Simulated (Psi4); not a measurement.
# MgBr (SMILES [Mg][Br]) at UHF/cc-pVTZ (density fitting)

Wanted: a structure relaxation of MgBr. The job is set up through a Python script.

The calculation is run with Psi4 1.11.

7 further runs of the same task are left out: 3 that didn't finish, 4 set aside as unsound or not needed.

### 1 The system as given

The species is MgBr (2 atoms), meant as a doublet with charge 0. SMILES: `[Mg][Br]`. All atoms were displaced at random from a relaxed shape. The run starts from this shape.

Bond lengths: Mg1–Br2 2.689 Å.

### 2 A geometry optimisation at UHF/cc-pVTZ (density fitting)

The input, brmg.sdf:

```

     RDKit          3D

  2  1  0  0  0  0  0  0  0  0999 V2000
   -1.2818    0.3366   -0.5691 Mg  0  0  0  0  0  1  0  0  0  0  0  0
    1.0939   -0.2979    0.5196 Br  0  0  0  0  0  0  0  0  0  0  0  0
  2  1  1  0
M  RAD  1   1   2
M  END
$$$$
```

The input, calc.py:

```python
import psi4
from rdkit import Chem

psi4.set_memory(1600000000)
psi4.set_num_threads(1)
psi4.set_output_file('run.log', False)

rd = Chem.SDMolSupplier('brmg.sdf', removeHs=False, sanitize=False)[0]
xyz = rd.GetConformer().GetPositions()
atoms = '\n'.join(f'{a.GetSymbol()} {x:.4f} {y:.4f} {z:.4f}' for a, (x, y, z) in zip(rd.GetAtoms(), xyz))
geom = psi4.geometry('0 2\n' + atoms + '\nsymmetry c1')

psi4.set_options({
    'reference': 'uhf',
    'scf_type': 'disk_df',
    'geom_maxiter': 40,
})

energy_value, wavefunction = psi4.optimize("scf/cc-pVTZ", return_wfn=True)
print('E =', round(energy_value, 9))
print(geom.to_string(dtype='xyz', units='Angstrom'))
```

On the command line:

```sh
$ python calc.py
```

run.log:

```text
[...]
  Running in c1 symmetry.
[...]
  Nuclear repulsion =   82.646975796108265
[...]
  Multiplicity = 2
[...]
  Nalpha       = 24
  Nbeta        = 23
[...]
    Number of basis functions: 77
[...]
   @DF-UHF iter   5: -2772.14981631466526   -7.97367e-07   2.76436e-06 DIIS
[...]
   @DF-UHF iter   7: -2772.15055997177751   -4.09273e-12   6.30351e-09 DIIS
[...]
   @S^2 Observed:                7.513355156E-01
[...]
    Orbital Energies [Eh]
    ---------------------
    Alpha Occupied:
       1A   -489.971473     2A    -65.112289     3A    -58.467101
       4A    -58.466518     5A    -58.466518     6A    -49.086111
       7A     -9.785993     8A     -7.395078     9A     -7.392537
      10A     -7.392537    11A     -3.824989    12A     -3.136250
      13A     -3.135424    14A     -3.135424    15A     -3.133423
      16A     -3.133423    17A     -2.341555    18A     -2.340390
      19A     -2.340390    20A     -0.955339    21A     -0.446758
      22A     -0.391494    23A     -0.391494    24A     -0.289161
    Alpha Virtual:
      25A      0.023319    26A      0.023319    27A      0.070668
[...]
  @DF-UHF Final Energy: -2772.15055997177751
   => Energetics <=
    Nuclear Repulsion Energy =             93.4578675417947551
    One-Electron Energy =               -4050.5046884234170648
    Two-Electron Energy =                1184.8962609098448411
    Total Energy =                      -2772.1505599717775112
  UHF NO Occupations:
  HONO-2 :   22  A 1.9999156
  HONO-1 :   23  A 1.9995260
[...]
 Multipole Moments:
 ------------------------------------------------------------------------------------
     Multipole            Electronic (a.u.)      Nuclear  (a.u.)        Total (a.u.)
 ------------------------------------------------------------------------------------
 L = 1.  Multiply by 2.5417464519 to convert [e a0] to [Debye]
 Dipole X            :          0.0000000            0.0000000            0.0000000
 Dipole Y            :         -0.0000000           -0.0000000           -0.0000000
 Dipole Z            :          3.2803696           -4.6966514           -1.4162818
 Magnitude           :                                                    1.4162818
[...]
  -Total Gradient:
     Atom            X                  Y                   Z
    ------   -----------------  -----------------  -----------------
       1        0.000000000000    -0.000000000000    -0.000059830907
       2       -0.000000000000     0.000000000000     0.000059830940
[...]
    Final optimized geometry and variables:
    Molecular point group: c1
    Full point group: C_inf_v
    Geometry (in Angstrom), charge = 0, multiplicity = 2:
    MG           0.000000000000    -0.000000000000    -1.823823667264
    BR          -0.000000000000     0.000000000000     0.554300661134
[...]
```

Standard output:

```text
Optimizer: Optimization complete!
E = -2772.150559972
2
0 2 BrMg
Mg                    0.000000000000     0.000000000000    -1.823823667264
Br                    0.000000000000     0.000000000000     0.554300661134
```

It took 56 s on 1 thread of Intel Xeon Platinum 8259CL at 2.50GHz (Skylake/Cascade Lake), shared host; peak memory 0.87 GiB.

The path in brief:

```tsv
step	energy from the first frame kept (eV)	largest force (eV/Å)
0	0.0000	1.6614
1	-0.2806	0.7094
2	-0.2938	0.6702
3	-0.3136	0.0886
4	-0.3140	0.0168
5	-0.3140	0.0031
```

After the run. Bond lengths: Mg1–Br2 2.378 Å.

### 3 Outcome

At UHF/cc-pVTZ (density fitting):

| quantity | value |
| --- | --- |
| total energy at the end | -2772.15056 Eh |
| dipole moment | 3.60 D |
| HOMO energy (highest over α and β) | -7.87 eV |
| LUMO energy (lowest over α and β) | -0.13 eV |
| bond length | 2.378 Å |
| ⟨S²⟩ | 0.751 |

**Reading.** At the final geometry: Bond lengths: Mg1–Br2 2.378 Å. The optimisation took 6 steps and changed the energy by -0.314 eV.
